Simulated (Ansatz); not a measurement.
**CH₃GeNS: basis-set convergence**

One table from this session's results is given with a row withheld; the runs are named, their logs left out.

Program: Ansatz 0.2.0, Gaussian basis. Level of theory: one geometry, several basis sets. These are calculated values, not measurements.

The runs, in order: PBE0-D4/def2-SVP; ωB97M-V/def2-SVP; PBE0-D4/def2-QZVPP; ωB97M-V/def2-QZVPP; the functionals' def2-TZVPP values are taken from earlier runs.

**Structure used throughout**

The geometry comes from an earlier relaxation with PBE0-D4 in a triple-zeta def2 set; it is a stationary point, not always the lowest conformer.

7 atoms, charge 0, spin multiplicity 1.

Atoms are counted from 1 here; the program's logs count them from 0.

Bond lengths: S1–C2 1.608 Å, C2–N3 1.317 Å, C2–Ge4 1.979 Å, N3–Ge4 1.885 Å, N3–H5 1.014 Å, Ge4–H6 1.535 Å, Ge4–H7 1.535 Å. Angles: S1–C2–N3 141.5°, S1–C2–Ge4 152.3°, N3–C2–Ge4 66.3°, C2–N3–Ge4 74.0°, C2–N3–H5 127.0°, Ge4–N3–H5 159.1°, C2–Ge4–N3 39.8°, C2–Ge4–H6 122.7°, C2–Ge4–H7 122.7°, N3–Ge4–H6 111.9°, N3–Ge4–H7 111.9°, H6–Ge4–H7 114.1°.

Set-up of the first run:

in.yaml

```yaml
crystal:
  periodic: [false, false, false]
  atoms:
    - {symbol: S, position_ang: [-1.556195, -2.063988, 0.559743]}
    - {symbol: C, position_ang: [-0.556171, -0.851045, 0.223381]}
    - {symbol: N, position_ang: [0.726989, -0.572203, 0.118673]}
    - {symbol: Ge, position_ang: [-0.187316, 1.030018, -0.267375]}
    - {symbol: H, position_ang: [1.503330, -1.208845, 0.261325]}
    - {symbol: H, position_ang: [0.097943, 2.118177, 0.776605]}
    - {symbol: H, position_ang: [0.032721, 1.479987, -1.718052]}
basis:
  gaussian: {orbitals: def2-SVP}
hamiltonian: {xc: pbe0, dispersion: d4}
output: {orbitals: {seedname: orbitals}}
```

Launch:

```console
$ ansatz run in.yaml --threads 2 --pin off --events-out ev --progress --plain --max-ram 4352MiB
```

Steps of the session up to this table: PBE0-D4 in def2-SVP; ωB97M-V in def2-SVP; PBE0-D4 in def2-QZVPP; ωB97M-V in def2-QZVPP.

One table of the session follows, with a row left open; its other results are not shown here.

It belongs to the step «Functionals by basis». 

```
functional       basis  HOMO (eV)
   PBE0-D4    def2-SVP      -5.90
   PBE0-D4  def2-TZVPP          ?
   PBE0-D4  def2-QZVPP      -6.10
   ωB97M-V    def2-SVP      -7.83
   ωB97M-V  def2-TZVPP      -8.03
   ωB97M-V  def2-QZVPP      -8.08
```

Estimate the missing values for PBE0-D4, def2-TZVPP.

The run gave: HOMO (eV): -6.06. In the column «HOMO (eV)» it lies between PBE0-D4, def2-QZVPP (-6.10) and PBE0-D4, def2-SVP (-5.90).
